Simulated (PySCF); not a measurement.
# TeN: changing the method

What do other methods print for TeN?

Method: method and basis as typed in the scripts; program: PySCF 2.14.0.

5 further runs of the same task are left out: 2 for a known fault of the program, 3 that didn't finish.

## (1) Where the work starts

TeN: 2 atoms, charge 0, spin multiplicity 2.

Bond lengths: Te1–N2 1.778 Å.

## (2) Base script

Contents of input.py:

```python
from pyscf import gto, scf, mp

mol = gto.M(
    atom='Te 0 0 0; N 0 0 1.778',
    basis='lanl2dz',
    ecp={'Te': 'lanl2dz'},
    charge=0,
    spin=1,
    verbose=3,
)
mf = scf.UHF(mol)
mf.kernel()
mp.MP2(mf, frozen=1).kernel()
mf.dip_moment()
print('orbital energies (hartree):', [e[max(0, n-3):n+3].round(4) for e, n in zip(mf.mo_energy, mol.nelec)])
```

Started as:

```
python input.py
```

The log of this run is left out.

Base result: E(SCF) = -62.156462 Eh, E(MP2) − E(SCF) = -0.15427 Eh, ⟨S²⟩ = 0.781, μ = 2.91 D (of the SCF density).

The bond length is a typed value, not an optimised one.

## (3) M06 (UKS)

Variant 1 changes functional: none (Hartree–Fock) → m06; SCF type: UHF → UKS; step after the SCF: mp2 → analyze.

Contents of input.py:

```python
from pyscf import gto, dft

mol = gto.M(
    atom='Te 0 0 0; N 0 0 1.778',
    basis='lanl2dz',
    ecp={'Te': 'lanl2dz'},
    charge=0,
    spin=1,
    verbose=3,
)
mf = dft.UKS(mol, xc='m06')
mf.kernel()
mf.mulliken_pop()
mf.dip_moment()
print('orbital energies (hartree):', [e[max(0, n-3):n+3].round(4) for e, n in zip(mf.mo_energy, mol.nelec)])
```

Started as:

```
python input.py
```

## (4) SCF alone

Variant 2 changes step after the SCF: mp2 → none.

input.py, as its differences from that of step 2:

```diff
@@ -1,2 +1,2 @@
-from pyscf import gto, scf, mp
+from pyscf import gto, scf
 
@@ -12,3 +12,2 @@
 mf.kernel()
-mp.MP2(mf, frozen=1).kernel()
 mf.dip_moment()
```

## (5) Pbe0 (UKS)

Variant 3 changes functional: none (Hartree–Fock) → pbe0; SCF type: UHF → UKS; step after the SCF: mp2 → analyze.

input.py, as its differences from that of step 2:

```diff
@@ -1,2 +1,2 @@
-from pyscf import gto, scf, mp
+from pyscf import gto, dft
 
@@ -10,5 +10,5 @@
 )
-mf = scf.UHF(mol)
+mf = dft.UKS(mol, xc='pbe0')
 mf.kernel()
-mp.MP2(mf, frozen=1).kernel()
+mf.mulliken_pop()
 mf.dip_moment()
```

**Question.** What will these runs give? Wanted: for each run, E(SCF); from base; SCF dipole; after the SCF.

As calculated:

```
       run  E(SCF) (hartree)  from base (eV)  SCF dipole (D)                           after the SCF
      base        -62.156462               0            2.91  MP2 correlation -4.198 eV, core frozen
 m06 (UKS)        -62.612721  not comparable            3.27                                     n/a
 SCF alone        -62.156462          0.0000            2.91                                     n/a
pbe0 (UKS)        -62.606735  not comparable            3.08                                     n/a
```

A lower total energy from another functional means nothing by itself.
